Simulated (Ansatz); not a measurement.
# SrIr3: the cost of one run

Program: Ansatz 0.2.0. Level of theory: DFT PBE, scalar-relativistic, plane waves, PAW. These are calculated values, not measurements.

**1. The starting structure**

It takes space group Pm-3m (No. 221, cubic). The conventional cell has a = 4.144 Å, b = 4.144 Å, c = 4.144 Å, α = 90.00°, β = 90.00°, γ = 90.00°. Sr (site symmetry m-3m) is surrounded by 12 Ir at 2.93 Å. Around Ir (site symmetry 4/mmm) lie 4 Sr at 2.93 Å and 8 Ir at 2.93 Å.

As a file:

```
Sr Ir
1.0
     4.14431    0.00000    0.00000
     0.00000    4.14431    0.00000
     0.00000    0.00000    4.14431
Sr Ir
1 3
Direct
  0.00000 0.00000 0.00000
  0.00000 0.50000 0.50000
  0.50000 0.00000 0.50000
  0.50000 0.50000 0.00000
```

This is candidate A: Cu3Au (L1_2) type (Pm-3m, No. 221).

(A quick probe on a coarse mesh, which set the mesh and smearing, is not shown.)

**3. The relaxation (candidate A)**

The input, input.yaml:

```yaml
crystal:
  lattice:
    - [4.1443075111, 0.0, 0.0]
    - [0.0, 4.1443075111, 0.0]
    - [0.0, 0.0, 4.1443075111]
  atoms:
    - { symbol: Sr, position: [0.0, 0.0, 0.0] }
    - { symbol: Ir, position: [0.0, 0.5, 0.5] }
    - { symbol: Ir, position: [0.5, 0.0, 0.5] }
    - { symbol: Ir, position: [0.5, 0.5, 0.0] }
basis:
  ecutwfc: 420
kpoints:
  mp_grid: { grid: [12, 12, 12] }
hamiltonian:
  xc: pbe
scf:
  occupations: { method: gaussian, width: 0.1 }
output:
  forces: true
  stress: true
  eigenvalues: true
relax:
  adjacent_minimum: "off"
  f_tol: 0.01
  max_steps: 80
  cell: { stress_tol: 0.05 }
```

The run is started by

```console
$ ansatz run input.yaml --threads 1 --pin off --max-ram 2560MiB --backend cpu --events-out ev --progress --plain --runs-dir out
```

What time and memory should one allow on 1 thread of Arm Neoverse V1, shared host?

About 65 s, with a peak of 0.45 GiB.
